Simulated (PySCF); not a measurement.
# C8H5Cl: the cost of one run

Computed with PySCF 2.14.0 and routines of our own; the level stands in each step. Atoms count from 0.

## Step 1: The system as given

14 atoms, charge 0, multiplicity 1; geometry from: B3LYP/def2-SV(P).

## Step 2: Excited-state relaxation: TDA B3LYP/def2-SV(P)

Job settings and geometry (Å):

```
{"job": {"kind": "xopt", "state": "S1", "method": "TDA", "freq": false, "xc": "B3LYP", "basis": "def2-SV(P)", "grid": 1}, "charge": 0, "multiplicity": 1}
C      4.285846     1.041404     0.655276
C      3.079932     1.164574     0.595121
C      1.655766     1.272601     0.519861
C      0.864280     0.114049     0.362275
C     -0.525013     0.192873     0.286010
C     -1.158640     1.438131     0.365476
C     -0.399740     2.600351     0.521836
C      0.993001     2.519380     0.598588
Cl     1.911308     3.987681     0.796320
H      5.354635     0.943028     0.709430
H      1.368581    -0.853698     0.301529
H     -1.115799    -0.719661     0.164800
H     -2.248932     1.509032     0.306507
H     -0.879679     3.579524     0.585798
```

Method: TDA B3LYP/def2-SV(P) excited-state geometry optimisation, gas phase.

The run is started by

```bash
> OMP_NUM_THREADS=1 python excited_run.py task.json out
```

This one command runs all jobs of the session in turn.

Q: Estimate the wall time and peak memory of this first job on 1 thread of Arm Neoverse V1, shared host.

About 3.4 min, with a peak of 1.1 GiB.
